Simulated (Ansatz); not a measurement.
Run this with the Ansatz DFT code, driven from Python and show what comes out.

The script, `edit.py`:
```python
"""Editing single keys of the input for RbBi2."""

import ansatz as az
import pandas as pd
from pymatgen.core import Lattice, Structure
from pymatgen.io.ase import AseAtomsAdaptor

pmg_structure = Structure(
    Lattice([(0.0, 4.801394, 4.801394), (4.801394, 0.0, 4.801394), (4.801394, 4.801394, 0.0)]),
    ["Rb", "Rb", "Bi", "Bi", "Bi", "Bi"],
    [
        (0.5, 0.5, 0.5),
        (0.75, 0.75, 0.75),
        (0.625, 0.125, 0.125),
        (0.125, 0.125, 0.125),
        (0.125, 0.125, 0.625),
        (0.125, 0.625, 0.125),
    ],
)
system = az.Crystal.from_ase(AseAtomsAdaptor.get_atoms(pmg_structure))

calc = (
    system.calculation()
    .kpoints(spacing=0.32)
    .basis(450)
    .functional(az.Functional.PBESOL)
    .occupations("Gaussian", width=0.05)
    .pseudopotentials("paw")
    .band_table()
)
typed = calc.input()
rows = []
for value in [4, 6, 9]:
    edited = typed.set(az.key.basis.ecutrho_ratio, value)
    data = az.Session.from_dict(edited).plan().execute().report
    rows.append((value, data["free_energy_ev"], data["n_iterations"], len(data["eigenvalues_ev"][0]) if "eigenvalues_ev" in data else 0))
print(pd.DataFrame(rows, columns=["density ratio", "F eV", "iterations", "bands listed"]).round(4).to_string(index=False))
print(edited.to_yaml())
```

`python edit.py` gives:
```text
 density ratio        F eV  iterations  bands listed
             4 -55403.8828           7            47
             6 -55403.8827           7            47
             9 -55403.8827           7            47
crystal:
  lattice:
    - [0.0, 4.801394, 4.801394]
    - [4.801394, 0.0, 4.801394]
    - [4.801394, 4.801394, 0.0]
  atoms:
    - { symbol: Rb, position: [0.5, 0.5, 0.5] }
    - { symbol: Rb, position: [0.75, 0.75, 0.75] }
    - { symbol: Bi, position: [0.6250000000000001, 0.125, 0.125] }
    - { symbol: Bi, position: [0.125, 0.125, 0.125] }
    - { symbol: Bi, position: [0.125, 0.125, 0.625] }
    - { symbol: Bi, position: [0.12499999999999996, 0.625, 0.12500000000000006] }
basis:
  ecutwfc: 450.0
  ecutrho_ratio: 9
kpoints:
  mp_grid:
    kspacing: 0.32
hamiltonian:
  xc: pbesol
  pseudopotentials:
    kind: paw
scf:
  occupations:
    method: gaussian
    width: 0.05
output:
  eigenvalues: true
```

Notes:
- Absolute energies stand on the zero of these potentials, so only differences at equal settings mean something. A total without «per atom» is that of the cell as typed.
- Spin-orbit coupling, which matters for elements this heavy, is left out.
- The structure comes from a database of computed cells and needn't be a stable or known phase.
- Hardware and time: 14 s on 1 thread of Arm Neoverse V2 (shared host), peak memory 0.77 GiB.

(Lines on the test bed's own set-up are left out of the output.)
